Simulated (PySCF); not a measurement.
# C2H9BOSi: the cost of one run

Programs: PySCF 2.14.0, with density-fitted response routines of our own. Each step states its level of theory. These are calculated values for one molecule in the gas phase, unless marked as measured. Atoms are numbered from 0 throughout.

## Step 1: Starting geometry

14 atoms, charge 0, multiplicity 1; geometry from: GFN2-xTB. The atoms were then displaced at random by about 0.01 Å, so the start is not that level's minimum.

Bonds of the start (Å): C0–B1 1.60, B1–O2 1.31, O2–C3 1.44, C3–Si4 1.89, C0–H5 1.12, C0–H6 1.08, C0–H7 1.07, B1–H8 1.18, C3–H9 1.09, C3–H10 1.13, Si4–H11 1.47, Si4–H12 1.47, Si4–H13 1.46.

## Step 2: Geometry optimisation at PBE0-D3(BJ)/def2-SVP

What the job is given:

```
{"job": {"xc": "PBE0", "basis": "def2-SVP", "d3": "d3bj", "grid": 1, "shake": 0.01, "kind": "geom"}, "charge": 0, "multiplicity": 1}
C     -1.971880    -0.112650    -0.247650
B     -1.096780     1.172290     0.112800
O      0.068850     1.110430     0.706670
C      0.787520    -0.075240     1.095720
Si     2.026880    -0.524910    -0.262700
H     -2.926690     0.197440    -0.739000
H     -2.241260    -0.661820     0.639410
H     -1.450220    -0.764840    -0.922780
H     -1.438800     2.281500    -0.102460
H      1.242620     0.127420     2.064960
H      0.030460    -0.890910     1.274630
H      2.942520     0.615380    -0.414840
H      1.291250    -0.772580    -1.513810
H      2.728400    -1.716580     0.191790
```

The run is started by

```bash
OMP_NUM_THREADS=1 python probes_run.py task.json out
```

The driver reads the jobs from task.json and runs them one after another.

**Question.** How long does this first job take on 1 thread of Arm Neoverse V2, shared host, and how much memory does it need?

About 47 s, with a peak of 0.49 GiB.
